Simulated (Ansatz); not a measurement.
# C2H7GeNO: a ladder of functionals and wavefunction methods

How much do the methods differ for C2H7GeNO? The plan is to run it at one geometry with functionals of several rungs and with coupled cluster. The yardstick is the atomisation energy at the CCSD(T) limit.

Computed with Ansatz 0.2.0, Gaussian basis. Level: functionals in def2-TZVPP, the program's frozen cores in correlated methods.

Plan: PBE-D4, r2SCAN-D4, PBE0-D4, B3LYP-D4, ωB97X-V, ωB97M-V, B2PLYP; CCSD(T)/def2-TZVPP; MP2/def2-QZVPP; extrapolation to the limit.

## Step 1: The geometry

All runs share one geometry, relaxed beforehand with PBE0-D4 in a triple-zeta def2 set.

SMILES `C[C](=N)[GeH2][OH]`, 12 atoms, charge 0, spin multiplicity 1.

Atoms are counted from 1 here; the program's logs count them from 0.

Bond lengths: C1–C2 1.494 Å, C1–H6 1.095 Å, C1–H7 1.091 Å, C1–H8 1.095 Å, C2–N3 1.265 Å, C2–Ge4 1.976 Å, N3–H9 1.023 Å, Ge4–O5 1.787 Å, Ge4–H10 1.541 Å, Ge4–H11 1.543 Å, O5–H12 0.958 Å. Angles: C2–C1–H6 110.6°, C2–C1–H7 110.1°, C2–C1–H8 110.6°, H6–C1–H7 109.3°, H6–C1–H8 106.8°, H7–C1–H8 109.3°, C1–C2–N3 120.7°, C1–C2–Ge4 119.3°, N3–C2–Ge4 120.0°, C2–N3–H9 111.3°, C2–Ge4–O5 100.8°, C2–Ge4–H10 113.2°, C2–Ge4–H11 113.7°, O5–Ge4–H10 109.5°, O5–Ge4–H11 109.3°, H10–Ge4–H11 109.9°, Ge4–O5–H12 113.5°.

Geometry (Å):

```
C    -1.8779    0.2232   -0.0781
C    -0.4452    0.2120   -0.4998
N    -0.1094    0.5993   -1.6562
Ge    0.9314   -0.4226    0.7681
O     2.3880   -0.3676   -0.2649
H    -2.0148    0.8540    0.8061
H    -2.5048    0.5974   -0.8889
H    -2.2053   -0.7843    0.1978
H     0.9017    0.5288   -1.7921
H     0.6952   -1.8685    1.2475
H     1.1314    0.5073    1.9835
H     3.1863   -0.1339    0.2110
```

## Step 2: PBE-D4 (GGA)

The input, in.yaml:

```yaml
crystal:
  periodic: [false, false, false]
  atoms:
    - {symbol: C, position_ang: [-1.877904, 0.223153, -0.078132]}
    - {symbol: C, position_ang: [-0.445163, 0.212036, -0.499755]}
    - {symbol: N, position_ang: [-0.109383, 0.599337, -1.656224]}
    - {symbol: Ge, position_ang: [0.931409, -0.422648, 0.768095]}
    - {symbol: O, position_ang: [2.387971, -0.367589, -0.264944]}
    - {symbol: H, position_ang: [-2.014785, 0.854043, 0.806121]}
    - {symbol: H, position_ang: [-2.504755, 0.597376, -0.888855]}
    - {symbol: H, position_ang: [-2.205256, -0.784347, 0.197792]}
    - {symbol: H, position_ang: [0.901742, 0.528752, -1.792068]}
    - {symbol: H, position_ang: [0.695157, -1.868499, 1.247473]}
    - {symbol: H, position_ang: [1.131436, 0.507331, 1.983459]}
    - {symbol: H, position_ang: [3.186331, -0.133946, 0.211036]}
basis:
  gaussian: {orbitals: def2-TZVPP}
hamiltonian: {xc: pbe, dispersion: d4}
output: {forces: true, orbitals: {seedname: orbitals}}
```

Launch:

```
$ ansatz run in.yaml --threads 4 --pin off --events-out ev --progress --plain --max-ram 10444MiB
```

Further steps of the session: r2SCAN-D4 (meta-GGA); PBE0-D4 (hybrid); B3LYP-D4 (hybrid); ωB97X-V (range-separated); ωB97M-V (range-separated); B2PLYP (double hybrid); CCSD(T) in def2-TZVPP; MP2 in def2-QZVPP.

Q: Predict the results of all the runs planned. Wanted: atomisation energy, CCSD(T)/CBS; farthest; mean size of error, hybrid; mean size of error, range-separated; gap, smallest and largest; T1 diagnostic; triples share of the correlation energy.

As calculated:

| quantity | value |
| --- | --- |
| atomisation energy, CCSD(T)/CBS | 4370.3 kJ/mol |
| functionals within 43.7 kJ/mol (1.0 %) | r2SCAN-D4, PBE0-D4, B3LYP-D4, ωB97X-V, ωB97M-V |
| farthest | PBE-D4 (+87.0 kJ/mol) |
| mean size of error, hybrid | 12.8 kJ/mol |
| mean size of error, range-separated | 6.6 kJ/mol |
| gap, smallest and largest | 4.16 eV (PBE-D4), 11.22 eV (ωB97X-V) |
| T1 diagnostic | 0.0124 |
| triples share of the correlation energy | 3.9 % |

**Reading.** PBE-D4 misses by +87.0 kJ/mol. Double hybrids carry the basis error of their MP2 part in triple zeta, and no dispersion term here, so their miss is partly the set-up's. The reference freezes the cores and leaves out relativity and excitations past (T), and its outer-core shells are covered unevenly, so misses under about 43.7 kJ/mol can't be ranked. Hartree-Fock recovers 69 % of the binding; the rest is correlation. Orbital gaps span 4.2 to 11.2 eV; exact exchange widens them. Correlated methods include outer-core shells of Ge, which these sets cover unevenly.
